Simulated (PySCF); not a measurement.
# Cl4Cu2 (Cu2(Cl)4): the cost of one run

Computed with PySCF 2.14.0 and routines of our own; the level stands in each step. Atoms count from 0.

## (1) The system as given

6 atoms, charge 0, high-spin multiplicity 3; geometry from: GFN2-xTB.

The system (coupled pair): Cu2(Cl)4. The spin sites are atom 0 (1 unpaired) and atom 3 (1 unpaired).

## (2) Relaxing the molecule at PBE-D3(BJ)/def2-SVP, multiplicity 3

The job: settings as JSON, then the geometry in Å.

```
{"job": {"kind": "geom", "xc": "PBE", "basis": {"default": "def2-SVP", "H": "def2-SV(P)"}, "d3": "d3bj", "grid": 1, "mult": 3, "maxiter": 35}, "charge": 0, "multiplicity": 3, "spin_sites": [[[0], 1], [[3], 1]]}
Cu     1.607370     0.043120     0.228360
Cl     3.622900     0.090390     0.534640
Cl    -0.180660    -0.594620     1.352460
Cu    -1.606500    -0.039360    -0.237570
Cl    -3.625150    -0.096710    -0.514850
Cl     0.182050     0.597170    -1.363040
```

The run is started by

```bash
$ OMP_NUM_THREADS=1 python exch_run.py task.json out
```

The driver reads the jobs from task.json and runs them one after another.

**Question.** How long does this run take on 1 thread of Arm Neoverse V1, shared host?

About 2.9 min.
